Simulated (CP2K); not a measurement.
SiF:

```
Si F
1.0
     4.19356    0.00000    0.00000
     3.33899    2.53715    0.00000
     3.33899    1.12465    2.27426
Si F
1 1
Direct
  0.50000 0.50000 0.50000
  0.00000 0.00000 0.00000
```

The cell was built by a generator and needn't be a form met in nature.

Base run:

* Program: CP2K 2026.2
* Functional: HLE16
* Potentials or basis: POTENTIAL_UZH Si GTH-PBE-q4, F GTH-PBE-q7; TZVP-MOLOPT-PBE-GTH basis
* Density cutoff: 14966 eV
* k mesh: 12 × 12 × 12
* Occupations: fermi-dirac, width 0.05 eV
* Spin: no spin polarisation

Its results: band gap on the k mesh none (metal or under the smearing width); pressure -19.5 GPa.

After a change of settings the same cell gave: band gap on the k mesh none (metal or under the smearing width); pressure -3.3 GPa. Which change was it?
A. functional from HLE16 to PBEsol
B. functional from HLE16 to rev-vdW-DF2
C. functional from HLE16 to LDA
D. functional from HLE16 to SCAN

A.

Caveats: the potentials were made for another functional, which shifts forces and pressure; the basis of atomic orbitals isn't converged, which shifts pressures, moduli and gaps; an odd number of electrons without spin polarisation forces a metal; a magnetic or distorted state may lie lower; the potentials were made for a functional far from this one (some runs).

Runs at the PBE level aren't shown here.
